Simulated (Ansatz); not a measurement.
# AlClFH5N2: the cost of one run

All numbers below are computed with Ansatz 0.2.0 (RKS B3LYP-D4/def2-SVP).

## 1. The structure to begin with

Bond lengths: Al1–Cl2 2.580 Å, Al1–N3 1.920 Å, N3–H4 1.060 Å, N3–H5 1.060 Å, Al1–N6 1.920 Å, N6–H7 1.060 Å, N6–H8 1.060 Å, Al1–F9 1.990 Å. Angles: Cl2–Al1–N3 120.0°, Cl2–Al1–N6 120.0°, Cl2–Al1–F9 71.6°, N3–Al1–N6 120.0°, N3–Al1–F9 96.8°, N6–Al1–F9 101.3°, Al1–N3–H4 120.0°, Al1–N3–H5 120.0°, H4–N3–H5 120.0°, Al1–N6–H7 120.0°, Al1–N6–H8 120.0°, H7–N6–H8 120.0°.

Structure file:

```xyz
10

Al    0.0000    0.0000    0.0000
Cl    0.0000    0.0000    2.5800
N     1.6627    0.0000   -0.9600
H     2.1293   -0.9179   -1.2118
H     2.1141    0.9179   -1.2382
N    -1.6627    0.0000   -0.9600
H    -2.3316   -0.8164   -0.8614
H    -1.9118    0.8164   -1.5886
F     0.0892    1.8864    0.6275
H     0.0666    1.4094    1.7633
```

## 2. A restrained relaxation towards end A

Springs on the bonds that form and break draw the guess towards this end; the thresholds are loose.

Input file input.yaml:

```yaml
crystal:
  periodic: [false, false, false]
  atoms:
    - { symbol: Al, position_ang: [0.0, 0.0, 0.0] }
    - { symbol: Cl, position_ang: [0.0, 0.0, 2.58] }
    - { symbol: "N", position_ang: [1.6627, 0.0, -0.96] }
    - { symbol: H, position_ang: [2.1293, -0.9179, -1.2118] }
    - { symbol: H, position_ang: [2.1141, 0.9179, -1.2382] }
    - { symbol: "N", position_ang: [-1.6627, 0.0, -0.96] }
    - { symbol: H, position_ang: [-2.3316, -0.8164, -0.8614] }
    - { symbol: H, position_ang: [-1.9118, 0.8164, -1.5886] }
    - { symbol: F, position_ang: [0.0892, 1.8864, 0.6275] }
    - { symbol: H, position_ang: [0.0666, 1.4094, 1.7633] }
basis:
  gaussian: { orbitals: def2-SVP }
hamiltonian:
  xc: b3lyp
  dispersion: d4
relax:
  f_tol: 0.15
  max_steps: 25
  restrain:
    - { distance: [0, 8], at: 2.89, k: 30.0 }
    - { distance: [9, 1], at: 2.57, k: 30.0 }
    - { distance: [0, 1], at: 2.23, k: 30.0 }
    - { distance: [9, 8], at: 0.92, k: 30.0 }
```

Launch:

```
> ansatz run input.yaml --threads 2 --pin off --max-ram 3072MiB --backend cpu --events-out ev --progress --plain --runs-dir out
```

What time and memory should one allow on 2 threads of Arm Neoverse V1, shared host?

About 62 s, with a peak of 0.22 GiB.
